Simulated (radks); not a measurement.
**Valence configurations of In⁺**

The task here is to estimate one member of a computed series from the others.

Program: radks (a radial shooting solver on a logarithmic mesh, Libxc functionals) version 1. Level of theory: scalar-relativistic Kohn-Sham, LDA (Slater exchange, Perdew-Wang correlation), spin-polarised, spherical densities, point nucleus; open shells are filled with parallel spins first. These are calculated values, not measurements, unless marked.

## The atom as given

* element: indium (Z = 49)
* charge: +1
* electrons: 48
* configuration: [Kr] 4d10 5s2
* others tried: 4d10 5s1.5 5p0.5; 4d9 5s2 5p1; 4d10 5s1 5p1; 4d10 5p2; 4d9.5 5s2 5p0.5; 4d8.5 5s2 5p1.5; 4d8 5s2 5p2; 4d8.5 5p3.5; 4d9 5p3

The outer shells:

In⁺
```
[Kr] core
4d [↑↓][↑↓][↑↓][↑↓][↑↓]
5s [↑↓]
```

The first run:

Input:

```text
Z 49
configuration [Kr] 4d10 5s2
relativity scalar-relativistic
functional lda,pw
spin polarised
nucleus point
c 137.035999084
```

Steps of the session up to this table: [Kr] 4d10 5s2.

One of the session's tables, all rows but one given; the rest of the session is left out.

Radial moments (bohr):

```
level     <r>  outermost maximum (interpolated)  90 % within  nodes
   2p  0.1122                            0.0869        0.183      0
   3s  0.3492                             0.316        0.514      2
   3p  0.3476                             0.309        0.523      1
   3d  0.3246                             0.258        0.512      0
   4s  0.8476                             0.769         1.23      3
   4p       ?                                 ?            ?      ?
   4d   1.180                             0.931         1.86      1
   5s   2.464                              2.10         3.63      4
```

Q: Estimate the row for 4p from the others.

As computed: <r>: 0.9216; outermost maximum (interpolated): 0.815; 90 % within: 1.36; nodes: 2. In the column «<r>» it lies between 4s (0.8476) and 4d (1.180).
